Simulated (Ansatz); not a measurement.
**F2GeH2N radical: small, medium and large basis sets**

An exercise on one series of results from a longer session: the logs are not shown, and one member is left open.

The runs use Ansatz 0.2.0, Gaussian basis; one geometry, several basis sets.

The runs, in order: PBE0-D4/def2-SVP; ωB97M-V/def2-SVP; PBE0-D4/def2-QZVPP; ωB97M-V/def2-QZVPP; the functionals' def2-TZVPP values are taken from earlier runs.

## The relaxed structure

An earlier PBE0-D4 in a triple-zeta def2 set relaxation fixed the geometry.

6 atoms, charge 0, spin multiplicity 2.

Atoms are counted from 1 here; the program's logs count them from 0.

Bond lengths: N1–Ge2 1.835 Å, N1–H5 1.013 Å, N1–H6 1.013 Å, Ge2–F3 1.736 Å, Ge2–F4 1.736 Å. Angles: Ge2–N1–H5 113.8°, Ge2–N1–H6 113.8°, H5–N1–H6 109.2°, N1–Ge2–F3 105.1°, N1–Ge2–F4 105.2°, F3–Ge2–F4 106.0°.

Set-up of the first run:

Contents of in.yaml:

```yaml
crystal:
  periodic: [false, false, false]
  atoms:
    - {symbol: N, position_ang: [-0.209985, 0.851698, -0.337917]}
    - {symbol: Ge, position_ang: [-0.063257, -0.777365, 0.494768]}
    - {symbol: F, position_ang: [1.530789, -0.792603, 1.183102]}
    - {symbol: F, position_ang: [-0.040374, -1.943935, -0.791149]}
    - {symbol: H, position_ang: [-0.118840, 1.641565, 0.290269]}
    - {symbol: H, position_ang: [-1.056333, 0.956640, -0.885170]}
basis:
  gaussian: {orbitals: def2-SVP}
magnetization: {spin_polarized: true, initial_magnetization: 1}
hamiltonian: {xc: pbe0, dispersion: d4}
output: {orbitals: {seedname: orbitals}}
```

Steps of the session up to this table: PBE0-D4 in def2-SVP; ωB97M-V in def2-SVP; PBE0-D4 in def2-QZVPP; ωB97M-V in def2-QZVPP.

One of the session's tables, all rows but one given; the rest of the session is left out.

It belongs to the step «Functionals by basis». 

| functional | basis | HOMO (eV) | LUMO (eV) |
| --- | --- | --- | --- |
| PBE0-D4 | def2-SVP | -6.97 | -3.54 |
| PBE0-D4 | def2-TZVPP | -7.16 | -3.68 |
| PBE0-D4 | def2-QZVPP | ? | ? |
| ωB97M-V | def2-SVP | -9.05 | -1.63 |
| ωB97M-V | def2-TZVPP | -9.24 | -1.84 |
| ωB97M-V | def2-QZVPP | -9.32 | -1.98 |

Estimate the missing values for PBE0-D4, def2-QZVPP.

**Answer.** HOMO (eV): -7.22; LUMO (eV): -3.77. In the column «HOMO (eV)» it lies between ωB97M-V, def2-SVP (-9.05) and PBE0-D4, def2-TZVPP (-7.16).
